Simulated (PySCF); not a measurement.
**C2H6BFSi (SMILES FB[SiH]1CC1) at 6 levels**

We compute a comparison of 6 runs (HF/STO-3G, B3LYP/6-31G*, PBE/6-31G**, PBE0/def2-SVP, MP2/def2-TZVP) of C2H6BFSi. The job is set up through a Python script.

The results are computed with PySCF 2.14.0.

## Step 1: Starting point

C2H6BFSi: 11 atoms, total charge 0, spin state singlet. As SMILES, `FB[SiH]1CC1`. The coordinates come from a GFN2-xTB relaxation. This is one conformer, not always the lowest.

Bond lengths: F1–B2 1.322 Å, B2–Si3 1.926 Å, Si3–C4 1.911 Å, Si3–C5 1.911 Å, C4–C5 1.506 Å, B2–H6 1.179 Å, Si3–H7 1.465 Å, C4–H8 1.080 Å, C4–H9 1.079 Å, C5–H10 1.079 Å, C5–H11 1.080 Å. Some angles: F1–B2–Si3 120.2°, B2–Si3–C4 120.8°, B2–Si3–C5 120.8°, C4–Si3–C5 46.4°, Si3–C4–C5 66.8°, Si3–C5–C4 66.8°, F1–B2–H6 114.5°, Si3–B2–H6 125.3°, B2–Si3–H7 124.2°, C4–Si3–H7 110.1°.

## Step 2: Energy and forces at HF/STO-3G (run 1)

The input, job.py:

```python
# FB[SiH]1CC1
import pyscf.grad
from pyscf import gto, scf

mol = gto.M(
    atom='''
F     -3.579708     3.461978    -0.486756
B     -1.387550     3.698364     0.687860
Si     0.931975     0.897695     0.820387
C     -0.259516    -2.504019     0.605695
C      0.975061    -1.595552    -1.791801
H     -1.037856     5.703817     1.594022
H      3.386011     0.967332     2.099864
H     -2.269750    -2.848554     0.520979
H      0.727734    -3.954668     1.645063
H      2.755693    -2.461330    -2.280918
H     -0.242055    -1.365063    -3.414395
''',
    basis='sto-3g',
    verbose=4,
    unit='bohr',
    max_memory=1860,
    spin=0,
)

hf = scf.RHF(mol)
hf.conv_tol = 1e-10
hf.kernel()
if not hf.converged:
    hf = hf.newton().run(hf.mo_coeff, hf.mo_occ)

energy = hf.e_tot
print('E(%s) = %.9f' % ('HF', energy))
grad = hf.Gradients().kernel()
hf.analyze()
```

The run is started by

```sh
$ OMP_NUM_THREADS=1 python job.py
```

What it wrote:

```text
PySCF version 2.14.0

[... 79 lines left out ...]
Total Energy =                        -486.315352562010503
[... 4 lines left out ...]
DFT Exchange-Correlation Energy =      -47.205322717589581
[... 6 lines left out ...]
MO #5   energy= -7.44560321505739  occ= 2
[... 4 lines left out ...]
MO #10  energy= -1.52238751134508  occ= 2
[... 4 lines left out ...]
MO #15  energy= -0.586243022780463 occ= 2
[... 4 lines left out ...]
MO #20  energy= -0.454167470613963 occ= 2
[... 4 lines left out ...]
MO #25  energy= 0.435265776378275  occ= 0
[... 4 lines left out ...]
MO #30  energy= 0.72706494156388   occ= 0
[... 4 lines left out ...]
MO #35  energy= 0.874699432659144  occ= 0
[... 49 lines left out ...]
Dipole moment(X, Y, Z, Debye):  0.19538,  0.82852,  0.41315
```

Run time: 3.3 s. Hardware: 1 thread of Intel Xeon at 2.70GHz, shared host; peak memory 0.12 GiB.

## Step 3: Energy and gradient at B3LYP/6-31G(d) (spherical functions) (run 2)

The input, input.py:

```python
from pyscf import gto, dft

mol = gto.M(
    atom='''
F     -3.579708     3.461978    -0.486756
B     -1.387550     3.698364     0.687860
Si     0.931975     0.897695     0.820387
C     -0.259516    -2.504019     0.605695
C      0.975061    -1.595552    -1.791801
H     -1.037856     5.703817     1.594022
H      3.386011     0.967332     2.099864
H     -2.269750    -2.848554     0.520979
H      0.727734    -3.954668     1.645063
H      2.755693    -2.461330    -2.280918
H     -0.242055    -1.365063    -3.414395
''',
    max_memory=1860,
    basis='6-31g*',
    spin=0,
    unit='bohr',
    verbose=3,
    charge=0,
)

calc0 = dft.RKS(mol, xc='b3lyp')
calc0.grids.level = 5
calc0.conv_tol = 1e-10
calc0.kernel()
if not calc0.converged:
    calc0 = calc0.newton().run(calc0.mo_coeff, calc0.mo_occ)

energy = calc0.e_tot
print('Final energy', energy)
grad = calc0.nuc_grad_method().kernel()
calc0.analyze()
```

The run is started by

```sh
$ OMP_NUM_THREADS=1 python input.py
```

What it wrote:

```text
converged SCF energy = -494.000651918063
[... 18 lines left out ...]
MO #9   energy= -3.61666742936507  occ= 2
[... 10 lines left out ...]
MO #20  energy= -0.364867167610234 occ= 2
[... 10 lines left out ...]
MO #31  energy= 0.164584148805829  occ= 0
[... 10 lines left out ...]
MO #42  energy= 0.511530125212229  occ= 0
[... 10 lines left out ...]
MO #53  energy= 0.866305309409252  occ= 0
[... 10 lines left out ...]
MO #64  energy= 1.3198152527721    occ= 0
[... 10 lines left out ...]
MO #75  energy= 1.96681241279708   occ= 0
[... 10 lines left out ...]
MO #86  energy= 3.16033781479623   occ= 0
[... 12 lines left out ...]
Dipole moment(X, Y, Z, Debye):  0.35505, -0.65173, -0.07225
```

Run time: 50 s. Hardware: 1 thread of Intel Xeon at 2.70GHz, shared host; peak memory 0.88 GiB.

Runs 3 to 5 aren't shown in full; the table further down has their settings and results.

## Step 4: Energy and gradient at MP2/def2-TZVP (run 6)

The input, job.py:

```python
from pyscf import gto, mp

system = gto.M(
    atom='''
F       -1.894300       1.832000      -0.257580
B       -0.734260       1.957090       0.364000
Si       0.493180       0.475040       0.434130
C       -0.137330      -1.325070       0.320520
C        0.515980      -0.844330      -0.948180
H       -0.549210       3.018330       0.843520
H        1.791800       0.511890       1.111200
H       -1.201100      -1.507390       0.275690
H        0.385100      -2.092720       0.870530
H        1.458250      -1.302480      -1.207010
H       -0.128090      -0.722360      -1.806820
''',
    charge=0,
    basis='def2-tzvp',
    verbose=4,
    max_memory=1860,
)

hf = system.RHF()
hf.conv_tol = 1e-10
hf.kernel()
if not hf.converged:
    hf = hf.newton().run(hf.mo_coeff, hf.mo_occ)

pt = mp.MP2(hf, frozen=9).run()
energy = pt.e_tot
print('E = %.10f Eh' % energy)
grad = pt.nuc_grad_method().kernel()
hf.analyze()
```

The run is started by

```sh
$ OMP_NUM_THREADS=1 python job.py
```

What it wrote:

```text
PySCF version 2.14.0

[... 100 lines left out ...]
MO #5   energy= -7.66445650852961  occ= 2
[... 23 lines left out ...]
MO #29  energy= 0.17625071391387   occ= 0
[... 23 lines left out ...]
MO #53  energy= 0.603997891974875  occ= 0
[... 23 lines left out ...]
MO #77  energy= 1.13552960225408   occ= 0
[... 23 lines left out ...]
MO #101 energy= 1.82006202083033   occ= 0
[... 23 lines left out ...]
MO #125 energy= 2.49658795025818   occ= 0
[... 23 lines left out ...]
MO #149 energy= 3.31268701108302   occ= 0
[... 23 lines left out ...]
MO #173 energy= 4.72717353869007   occ= 0
[... 23 lines left out ...]
MO #197 energy= 58.9070389972869   occ= 0
[... 211 lines left out ...]
Dipole moment(X, Y, Z, Debye):  0.72845,  0.10070,  0.39917
```

Wall time 5.2 min (1 thread of Intel Xeon at 2.70GHz, shared host); peak memory 3.1 GiB.

## Step 5: All runs side by side

```
run                               level  integration grid  Cartesian functions  energy (Eh)  dipole moment (D) of the reference  HOMO energy (eV)  LUMO energy (eV)  wall time
  1                           HF/STO-3G                 –                   no  -486.315353                                0.95             -6.83              6.33      3.3 s
  2  B3LYP/6-31G* (spherical functions)                 5                   no  -494.000652                                0.75             -6.46             -1.66       50 s
  3  B3LYP/6-31G* (Cartesian functions)                 5                  yes  -494.005350                                0.75             -6.46             -1.67       41 s
  4   PBE/6-31G** (spherical functions)                 5                   no  -493.582217                                0.96             -5.68             -2.35       50 s
  5                       PBE0/def2-SVP                 5                   no  -493.407373                                0.69             -6.88             -1.79       41 s
  6                       MP2/def2-TZVP                 –                   no  -493.155940                                0.84             -9.07              1.32    5.2 min
```

## Step 6: Summary of results

| quantity | value |
| --- | --- |
| run 6: total energy | -493.15594 Eh |
| run 6: dipole moment (Hartree–Fock density) | 0.84 D |
| run 6: HOMO energy (Hartree–Fock orbitals) | -9.07 eV |
| run 6: LUMO energy (Hartree–Fock orbitals) | 1.32 eV |
| run 6: HOMO–LUMO gap (Hartree–Fock orbitals) | 10.39 eV |
| run 6: correlation energy (9 core orbitals frozen) | -791.3 mEh |
| run 6: largest force on an atom | 2.064 eV/Å |

What this shows: Over runs 1, 2, 3, 4, 5 the dipole moment (its size) runs from 0.69 D (PBE0/def2-SVP) to 0.96 D (PBE/6-31G**). The two ends differ in method and basis. Over runs 1, 2, 3, 4, 5 the HOMO–LUMO gap runs from 3.33 eV (PBE/6-31G**) to 13.16 eV (HF/STO-3G). Totals of different functionals can't be ranked against each other. In run 1 the basis is minimal, so the values are rough. All runs together took 8.3 min, the longest 5.2 min.
